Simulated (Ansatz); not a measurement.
This was printed by a script on Ansatz 0.2.0 through its Python package, for a projected density of states of TiSi2, space group Immm. What did the script look like? Settings: r2SCAN, PAW, the default cutoff (500 eV here), 12×12×12 k-points, cold smearing of 0.1 eV.

`POSCAR_tisi2`
```text
TiSi2
1.0
  -1.47287200    1.71213000    4.21208300
   1.47287200   -1.71213000    4.21208300
   1.47287200    1.71213000   -4.21208300
Ti Si
1 2
Direct
   0.00000000    0.00000000    0.00000000
   0.32992200    0.32992200    0.00000000
   0.67007800    0.67007800    0.00000000
```

```console
$ python pdos_tisi2.py
events: {'scf_iter': 8, 'scf_done': 1, 'notice': 2, 'finished': 1}
E-EF      Ti 3S    Ti 4S    Ti 3P    Ti 3D    Si 3S    Si 3P
-10.0     0.004    0.021    0.006    0.023    0.242    0.173
 -9.5     0.003    0.015    0.005    0.027    0.204    0.158
 -9.0     0.010    0.038    0.007    0.048    0.322    0.257
 -8.5     0.009    0.042    0.007    0.059    0.320    0.252
 -8.0     0.007    0.034    0.007    0.082    0.348    0.270
 -7.5     0.006    0.033    0.008    0.105    0.411    0.289
 -7.0     0.003    0.018    0.005    0.088    0.284    0.237
 -6.5     0.002    0.012    0.003    0.077    0.211    0.209
 -6.0     0.007    0.026    0.003    0.067    0.141    0.256
 -5.5     0.012    0.043    0.005    0.065    0.100    0.392
 -5.0     0.013    0.051    0.012    0.159    0.111    0.908
 -4.5     0.007    0.028    0.008    0.168    0.097    0.761
 -4.0     0.003    0.014    0.004    0.095    0.111    0.393
 -3.5     0.004    0.039    0.003    0.133    0.129    0.401
 -3.0     0.006    0.063    0.010    0.324    0.253    0.846
 -2.5     0.003    0.043    0.006    0.330    0.154    0.682
 -2.0     0.002    0.030    0.007    0.362    0.133    0.689
 -1.5     0.003    0.036    0.009    0.759    0.149    0.940
 -1.0     0.002    0.033    0.011    1.445    0.114    1.031
 -0.5     0.001    0.021    0.006    1.237    0.091    0.618
  0.0     0.001    0.015    0.002    0.791    0.059    0.337
  0.5     0.001    0.008    0.001    0.840    0.042    0.301
  1.0     0.001    0.005    0.001    0.918    0.028    0.290
  1.5     0.001    0.009    0.001    0.747    0.097    0.277
  2.0     0.002    0.012    0.001    1.027    0.133    0.300
  2.5     0.004    0.030    0.001    1.428    0.254    0.384
  3.0     0.005    0.105    0.001    1.839    0.237    0.407
  3.5     0.005    0.107    0.002    1.761    0.344    0.542
  4.0     0.005    0.110    0.002    1.394    0.265    0.821
```

The script that was run (others could print the same):

Script `pdos_tisi2.py`:
```python
"""Projected density of states of TiSi2."""

from collections import Counter
import json
import warnings

import ansatz
from ase.io import read
import numpy as np

warnings.simplefilter("ignore", ansatz.DeckWarning)

atoms = read("POSCAR_tisi2", format="vasp")
xtal = ansatz.Crystal.from_ase(atoms)

base = (
    xtal.calculation()
    .functional("r2scan")
    .kpoints(mesh=(12, 12, 12))
    .occupations("Marzari-Vanderbilt")
    .scf(tolerance=1e-09)
    .scf(extra_bands=12)
    .density_of_states(projected=True, energy_step=0.05)
)
done = base.run(events_out="events.ndjson")
report = done.report
with open("events.ndjson") as stream:
    kinds = Counter(json.loads(line)["event"] for line in stream)
print("events:", {kind: kinds[kind] for kind in ("scf_iter", "scf_done", "notice", "finished")})

dos = done.density_of_states()
energy = np.asarray(dos.energies_ev) - dos.fermi_ev
curves = {}
for site in done.projected_density_of_states().sites:
    for shell in site.shells:
        weight = sum(np.sum(curve.g_bin_mean_per_ev, axis=0) for curve in shell.curves)
        name = f"{site.species} {shell.label}"
        curves[name] = curves.get(name, 0) + weight

print("E-EF   " + " ".join(f"{name:>8s}" for name in curves))
for e in np.arange(-10, 4 + 0.1, 0.5):
    print(f"{e:5.1f}  " + " ".join(f"{np.interp(e, energy, g):8.3f}" for g in curves.values()))
```

Notes:
- The run is spin-unpolarised.
- The structure comes from a database of computed cells and needn't be a stable or known phase.
- Curves are summed over the cell's atoms. Only shells that the potentials hold have channels, so projections don't add up to the total, least of all where a shell is missing (p of most metals); heights and places of peaks move with the mesh.
- The density of states is complete only as far up as bands were computed.
- Run time: 31 s on 1 thread of Arm Neoverse V2 (shared host), peak memory 0.69 GiB.
